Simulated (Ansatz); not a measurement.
What does this script print? It uses Ansatz 0.2.0, Python API.

Input file `znni.vasp`:
```text
ZnNi
1.0
   2.75418091    0.00000000    0.00000000
   0.00000000    2.75418091    0.00000000
   0.00000000    0.00000000    3.21400000
Zn Ni
1 1
Direct
   0.50000000    0.50000000    0.50000000
   0.00000000    0.00000000    0.00000000
```

`znni_fsm.py`:
```python
"""Energy of ZnNi against a locked total moment."""

import logging
import sys

import ansatz as az
from ase.io import read

logging.basicConfig(stream=sys.stdout, format="%(name)s: %(message)s")
log = logging.getLogger("ansatz_job")
log.setLevel(logging.INFO)


def main() -> None:
    atoms = read("znni.vasp", format="vasp")
    cell = az.Crystal.from_ase(atoms)

    base = cell.calculation()
    base = base.functional("r2SCAN")
    base = base.kpoints(mesh=(12, 12, 10))
    base = base.occupations(az.OccupationsMethod.FERMI_DIRAC, width=0.1)
    # a hard lock holds the total moment, with one Fermi level a spin
    rows = []
    for total in [0.0, 0.3, 0.6, 0.9, 1.2, 1.5, 1.8]:
        report = base.spin("collinear", total=total, lock="hard").run(threads=1).report
        up, down = report["spin_fermi_energies_ev"]
        rows.append((total, report["free_energy_ev"], up - down, report["absolute_magnetization_mub"]))
    reference = rows[0][1]
    rows = [(m, 1000 * (e - reference), split, size) for m, e, split, size in rows]
    log.info("     total muB    F - F(0) meV  EF up - down eV    absolute muB")
    for row in rows:
        log.info(f"{str(row[0]):>14s}  {row[1]:14.2f}  {row[2]:15.4f}  {row[3]:14.3f}")
    best = min(rows, key=lambda row: row[1])
    log.info(f"lowest at {best[0]} muB per cell, {best[1]:.1f} meV against the first point")


if __name__ == "__main__":
    main()
```

Output of `python znni_fsm.py`:
```text
DeckWarning: basis.ecutwfc = 500 eV, auto-derived from the records' recommended cutoffs: set by Zn (their level for a meta-GGA)
RunWarning: this spin-polarised run has no starting moment large enough to seed its density, and nothing else in its deck makes the two spin channels differ, so an SCF from that start keeps the magnetisation at zero until it first converges, unless a state found ahead of a linear-response series gives it moments (lr_reference_state). Behind a single point's SCF or a chain's scf step, and behind the single point that a walk or a batch makes first, from which its own SCFs then go on, or that a [...]
DeckWarning: This run holds its total moment fixed (magnetization.spin_locking.lock_magnetization: hard) and mixes its density by anderson or broyden (scf.mixing.algorithm, typed or taken by auto). Slabs with a fixed moment have converged under broyden above another state at the same moment, at the default mixing steps and at smaller ones, and under scf.lower_state_search: standard, light or off a state that such a mixer converges on is not tested for a lower one by that SCF's own steps. That [...]
ansatz_job:      total muB    F - F(0) meV  EF up - down eV    absolute muB
ansatz_job:            0.0            0.00           0.0000           0.000
ansatz_job:            0.3           36.91           0.4180           0.308
ansatz_job:            0.6          120.39           0.7283           0.616
ansatz_job:            0.9          266.93           1.2227           0.903
ansatz_job:            1.2          503.04           1.9370           1.200
ansatz_job:            1.5          837.60           2.4792           1.500
ansatz_job:            1.8         1279.45           3.3707           1.800
ansatz_job: lowest at 0.0 muB per cell, 0.0 meV against the first point
```
(Warnings from the package without file and line, shortened.)

The lowest point lies at 0 μB a cell, the first of the scan; at 1.8 μB the energy is 1279 meV above the lowest.

What to keep in mind:
- r2SCAN tends to overestimate the moments of itinerant magnets.
- The starting cell is as deposited in a crystallographic database; the results hold for this polymorph, which needn't be the stable one.
- Only points where the Fermi levels of the two spins meet (minima, maxima and zero moment) are free solutions; a shallow minimum can lie between the points.
- Timing: 4 min on 1 thread of Arm Neoverse V2 (shared host), peak memory 0.66 GiB.
